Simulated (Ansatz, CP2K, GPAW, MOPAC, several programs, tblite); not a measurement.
**Many methods on one cell: SrCl₂ (fluorite)**

SrCl₂ built on the fluorite prototype, relaxed with r2SCAN in Ansatz, was computed with several methods. Space group Fm-3m (No. 225), cubic; conventional cell a = 6.995 Å, 28.53 Å³ an atom. Sr is surrounded by 8 Cl at 3.03 Å; Cl is surrounded by 4 Sr at 3.03 Å. (Simulation; spin polarisation is off.)

Space group Fm-3m (No. 225). a = 6.995 Å, b = 6.995 Å, c = 6.995 Å, α = 90.00°, β = 90.00°, γ = 90.00°
```tsv
atom	site	symmetry	x	y	z
Sr	4a	m-3m	0.0000	0.0000	0.0000
Cl	8c	-43m	0.2500	0.7500	0.7500
```

Gaps and times are for a single point on this cell; volume and bulk modulus come from each method's own relaxation or energy curve at fixed shape. Times are rough, from shared hosts (Arm Neoverse V2), and each method has its own mesh and cell size. GFN1-xTB (tblite): levels, charges or heat of formation failed a check of plausibility, so no values are given. PM6 (MOPAC), PM7 (MOPAC), GFN1-xTB (tblite), GFN2-xTB (tblite) treat a cluster of cells at its zone centre, which samples few k points: where these miss a band edge, the gap comes out too large for that reason alone. Gaps from k meshes are read at a limited set of points (mesh, symmetry points, PBE's band edges), so each method's own least gap may be somewhat smaller. xTB and the PM methods were fitted mostly to molecules, and can miss a solid's gap by electronvolts. Minimal bases can be far off for gaps. GLLB-SC's gap includes the derivative discontinuity. d marks a direct gap, i an indirect one (no mark: not told apart), a dash a value that wasn't computed or didn't pass its checks.

| method | kind | gap (eV) | own volume (Å³/atom) | bulk modulus (GPa) | atoms computed | processor time |
| --- | --- | --- | --- | --- | --- | --- |
| light PBE (260 eV and a coarse mesh) | light plane-wave | 5.30 i | – | – | 3 | 0.54 s |
| PBE | semilocal | 5.31 i | 29.09 | 34 | 3 | 1.8 s |
| PBE/SZV (CP2K) | small basis | 3.93 i | – | – | 3 | 4.2 s |
| r2SCAN | semilocal | 5.94 i | 28.53 | 38 | 3 | 4.6 s |
| GFN2-xTB (tblite) | tight binding | 3.39 | – | – | 96 | 7.8 s |
| PBE/single zeta (GPAW) | small basis | 5.21 i | – | – | 3 | 9 s |
| PBE/DZVP (CP2K) | small basis | 5.25 i | 29.40 | 34 | 3 | 9.3 s |
| GFN1-xTB (tblite) | tight binding | – | – | – | 96 | 9.9 s |
| PM6 (MOPAC) | semi-empirical | 8.56 | – | – | 96 | 13 s |
| PM7 (MOPAC) | semi-empirical | 10.78 | – | – | 96 | 14 s |
| GLLB-SC (GPAW) | model potential | 9.29 | – | – | 3 | 18 s |

Against r2SCAN (5.94 eV) and with closed or daggered gaps left aside, the nearest gap at the points sampled is that of PBE (-0.63 eV) and the farthest that of PM7 (MOPAC) (+4.84 eV). r2SCAN is only a yardstick of convenience: semilocal gaps usually lie below measured ones, which GLLB-SC and hybrids aim to mend.

Volumes against r2SCAN's: PBE +2.0 %, PBE/DZVP (CP2K) +3.1 %.
